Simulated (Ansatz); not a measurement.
**CH5BF2Si: a ladder of functionals and wavefunction methods**

How much do the methods differ for CH5BF2Si? The plan is to run it at one geometry with functionals of several rungs and with coupled cluster, and see how far each lands from CCSD(T) at the basis-set limit for the atomisation energy.

The runs use Ansatz 0.2.0, Gaussian basis; functionals in def2-TZVPP, the program's frozen cores in correlated methods.

Plan: PBE-D4, r2SCAN-D4, PBE0-D4, B3LYP-D4, ωB97X-V, ωB97M-V, B2PLYP; CCSD(T)/def2-TZVPP; MP2/def2-QZVPP; extrapolation to the limit.

**1. The relaxed structure**

All runs share one geometry, relaxed beforehand with PBE0-D4 in a triple-zeta def2 set.

SMILES `C[SiH2]B(F)F`, 10 atoms, charge 0, spin multiplicity 1.

Atoms are counted from 1 here; the program's logs count them from 0.

Bond lengths: C1–Si2 1.871 Å, C1–H6 1.092 Å, C1–H7 1.092 Å, C1–H8 1.092 Å, Si2–B3 2.036 Å, Si2–H9 1.490 Å, Si2–H10 1.490 Å, B3–F4 1.322 Å, B3–F5 1.321 Å. Angles: Si2–C1–H6 110.7°, Si2–C1–H7 110.8°, Si2–C1–H8 110.9°, H6–C1–H7 107.9°, H6–C1–H8 108.2°, H7–C1–H8 108.2°, C1–Si2–B3 112.0°, C1–Si2–H9 111.0°, C1–Si2–H10 111.0°, B3–Si2–H9 107.7°, B3–Si2–H10 107.7°, H9–Si2–H10 107.3°, Si2–B3–F4 122.3°, Si2–B3–F5 121.9°, F4–B3–F5 115.8°.

**2. PBE-D4 (GGA)**

The input, in.yaml:

```yaml
crystal:
  periodic: [false, false, false]
  atoms:
    - {symbol: C, position_ang: [-1.065082, -0.937654, 0.482469]}
    - {symbol: Si, position_ang: [0.437556, 0.174616, 0.566436]}
    - {symbol: B, position_ang: [0.891275, 0.979204, -1.247873]}
    - {symbol: F, position_ang: [0.182679, 0.717753, -2.333440]}
    - {symbol: F, position_ang: [1.915465, 1.796949, -1.412071]}
    - {symbol: H, position_ang: [-0.897515, -1.762033, -0.214017]}
    - {symbol: H, position_ang: [-1.939997, -0.380870, 0.140022]}
    - {symbol: H, position_ang: [-1.292411, -1.360614, 1.463100]}
    - {symbol: H, position_ang: [0.217578, 1.299508, 1.518831]}
    - {symbol: H, position_ang: [1.633651, -0.578057, 1.039544]}
basis:
  gaussian: {orbitals: def2-TZVPP}
hamiltonian: {xc: pbe, dispersion: d4}
output: {forces: true, orbitals: {seedname: orbitals}}
```

On the command line:

```bash
> ansatz run in.yaml --threads 4 --pin off --events-out ev --progress --plain --max-ram 10444MiB
```

The runs that follow: r2SCAN-D4 (meta-GGA); PBE0-D4 (hybrid); B3LYP-D4 (hybrid); ωB97X-V (range-separated); ωB97M-V (range-separated); B2PLYP (double hybrid); CCSD(T) in def2-TZVPP; MP2 in def2-QZVPP.

**Question.** What will the summary of the whole plan be? Wanted: atomisation energy, CCSD(T)/CBS; farthest; mean size of error, hybrid; mean size of error, range-separated; gap, smallest and largest; T1 diagnostic; triples share of the correlation energy.

As calculated:

```
                               quantity                                 value
        atomisation energy, CCSD(T)/CBS                         3841.5 kJ/mol
 functionals within 19.2 kJ/mol (0.5 %)   PBE0-D4, B3LYP-D4, ωB97X-V, ωB97M-V
                               farthest                 PBE-D4 (+55.4 kJ/mol)
             mean size of error, hybrid                            1.4 kJ/mol
    mean size of error, range-separated                           14.9 kJ/mol
              gap, smallest and largest  5.45 eV (PBE-D4), 12.41 eV (ωB97X-V)
                          T1 diagnostic                                0.0129
triples share of the correlation energy                                 3.1 %
```

PBE-D4 is off by +55.4 kJ/mol. Double hybrids carry the basis error of their MP2 part in triple zeta, and no dispersion term here, so their miss is partly the set-up's. The reference freezes the cores and leaves out relativity and excitations past (T), so misses under about 19.2 kJ/mol can't be ranked. Hartree-Fock recovers 77 % of the binding; the rest is correlation. Orbital gaps span 5.4 to 12.4 eV; exact exchange widens them.
